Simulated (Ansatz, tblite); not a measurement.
# The cluster Mg₁₀H₆O₁₃: one state, many levels

One table from this session's results is given with a row withheld; the runs are named, their logs left out.

Method: as each input shows; program: Ansatz 0.2.0, Gaussian basis.

Plan: GFN1-xTB, GFN2-xTB, PBE-D4/def2-TZVP, r2SCAN-D4/def2-TZVP, r2SCAN0-D4/def2-TZVP, BLYP-D4/def2-TZVP, B3LYP-D4/def2-TZVP, PBE+5HF/def2-SVP, PBE+10HF/def2-SVP, PBE+15HF/def2-SVP, PBE+35HF/def2-SVP, PBE+50HF/def2-SVP, PBE-D4/def2-SVP, PBE0-D4/def2-SVP, MP2/def2-SVP, RPA/def2-SVP.

**The relaxed structure**

The geometry is that of the singlet, from an earlier relaxation (PBE-D4/def2-SVP).

29 atoms, charge 0, spin multiplicity 1.

Bond lengths: Mg1–O14 1.943 Å, Mg1–O16 2.249 Å, Mg1–O21 2.141 Å, Mg1–O22 1.979 Å, Mg2–O19 1.902 Å, Mg2–O20 1.990 Å, Mg2–O23 1.921 Å, Mg3–O17 2.049 Å, Mg3–O18 1.968 Å, Mg3–O21 2.042 Å, Mg3–O23 1.989 Å, Mg4–O11 2.064 Å, Mg4–O12 2.002 Å, Mg4–O13 2.287 Å, Mg4–O15 2.026 Å, Mg4–O17 2.084 Å, Mg5–O13 1.994 Å, Mg5–O16 2.044 Å and more. Angles: O14–Mg1–O16 86.0°, O14–Mg1–O21 92.8°, O14–Mg1–O22 174.0°, O16–Mg1–O21 118.7°, O16–Mg1–O22 88.5°, O21–Mg1–O22 92.0°, O19–Mg2–O20 113.2°, O19–Mg2–O23 114.7°, O20–Mg2–O23 109.9°, O17–Mg3–O18 86.6°, O17–Mg3–O21 85.2°, O17–Mg3–O23 117.3°, O18–Mg3–O21 146.3°, O18–Mg3–O23 119.2°, O21–Mg3–O23 93.4°, O11–Mg4–O12 151.3°, O11–Mg4–O13 86.6°, O11–Mg4–O15 96.9° and more.

PBE0-D4/def2-TZVP was run before; its log isn't repeated, and its numbers join the tables.

The first run:

Tight binding, by tblite at 300 K electronic temperature and without a spin-polarisation term:

```python
tblite.interface.Calculator('GFN1-xTB', numbers, positions, charge=0, uhf=0).singlepoint()
```

Tight binding, by tblite at 300 K electronic temperature and without a spin-polarisation term:

```python
tblite.interface.Calculator('GFN2-xTB', numbers, positions, charge=0, uhf=0).singlepoint()
```

start.molden holds the orbitals of an earlier run on this state, given as this run's starting guess.

The input, in.yaml:

```yaml
crystal:
  periodic: [false, false, false]
  atoms:
    - {symbol: Mg, position_ang: [-3.134753, 0.271940, 0.230714]}
    - {symbol: Mg, position_ang: [0.579740, -0.273104, 3.040365]}
    - {symbol: Mg, position_ang: [0.110331, 1.847984, 1.038892]}
    - {symbol: Mg, position_ang: [0.916038, -0.455964, -2.083264]}
    - {symbol: Mg, position_ang: [-0.193084, -1.596649, 0.455789]}
    - {symbol: Mg, position_ang: [2.250285, 0.202148, 0.150361]}
    - {symbol: Mg, position_ang: [-1.284296, 1.363931, -1.357731]}
    - {symbol: Mg, position_ang: [-2.149382, 1.501900, 2.446235]}
    - {symbol: Mg, position_ang: [-2.207678, -1.454547, -1.773638]}
    - {symbol: Mg, position_ang: [-2.351144, -1.613518, 2.109253]}
    - {symbol: O, position_ang: [-0.468504, -1.911181, -2.556380]}
    - {symbol: O, position_ang: [2.803716, 0.138494, -1.778589]}
    - {symbol: O, position_ang: [1.593982, -1.839980, -0.394056]}
    - {symbol: O, position_ang: [-2.911400, 0.305735, -1.699028]}
    - {symbol: O, position_ang: [-0.080111, 1.103378, -2.909304]}
    - {symbol: O, position_ang: [-2.205741, -1.774932, 0.145290]}
    - {symbol: O, position_ang: [0.186687, 0.275168, -0.272771]}
    - {symbol: O, position_ang: [1.969880, 2.221145, 0.514707]}
    - {symbol: O, position_ang: [-0.463391, -1.740531, 2.426376]}
    - {symbol: O, position_ang: [2.366796, -0.164839, 2.172273]}
    - {symbol: O, position_ang: [-1.860065, 1.968854, 0.514873]}
    - {symbol: O, position_ang: [-3.361486, 0.029601, 2.182057]}
    - {symbol: O, position_ang: [-0.298250, 1.432425, 2.940724]}
    - {symbol: H, position_ang: [-0.123053, -2.820389, -2.541955]}
    - {symbol: H, position_ang: [3.074361, 0.972754, -2.198568]}
    - {symbol: H, position_ang: [2.227550, -2.575144, -0.420880]}
    - {symbol: H, position_ang: [-0.434263, 1.122523, -3.812964]}
    - {symbol: H, position_ang: [2.572458, 2.880313, 0.890968]}
    - {symbol: H, position_ang: [2.874787, 0.582505, 2.540248]}
basis:
  gaussian: {orbitals: def2-TZVP, fitting: {mean_field: def2-universal-jkfit}, initial_orbitals: start.molden}
hamiltonian: {xc: pbe, dispersion: d4}
scf: {omitted_lower_state_checks: [starts]}
output: {orbitals: {seedname: orbitals}}
```

Run with:

```console
ansatz run in.yaml --threads 2 --pin off --events-out ev --progress --plain --max-ram 22528MiB --backend cuda --devices 0, --max-vram 18GiB
```

Among the steps run: PBE-D4/def2-TZVP; r2SCAN-D4/def2-TZVP; r2SCAN0-D4/def2-TZVP; BLYP-D4/def2-TZVP; B3LYP-D4/def2-TZVP; PBE+5HF/def2-SVP; PBE+10HF/def2-SVP; PBE+15HF/def2-SVP; PBE+35HF/def2-SVP; PBE+50HF/def2-SVP; PBE-D4/def2-SVP; PBE0-D4/def2-SVP; MP2/def2-SVP; RPA/def2-SVP.

One table of the session follows, with a row left open; its other results are not shown here.

It belongs to the step «Binding energy». 

```
               level  binding an atom (eV)
         HF/def2-SVP                 2.866
     PBE-D4/def2-SVP                 4.236
    PBE-D4/def2-TZVP                 4.140
   BLYP-D4/def2-TZVP                 4.067
 r2SCAN-D4/def2-TZVP                 4.171
  B3LYP-D4/def2-TZVP                 4.023
    PBE0-D4/def2-SVP                 4.089
   PBE0-D4/def2-TZVP                     ?
r2SCAN0-D4/def2-TZVP                 4.019
        MP2/def2-SVP                 4.129
```

Estimate the missing values for PBE0-D4/def2-TZVP.

The run gave: binding an atom (eV): 4.001. In the column «binding an atom (eV)» it lies between HF/def2-SVP (2.866) and r2SCAN0-D4/def2-TZVP (4.019).

Caveats from the session: Free atoms were run apart at each level; binding is atoms less cluster, divided by the number of atoms, without zero-point or spin-orbit terms.
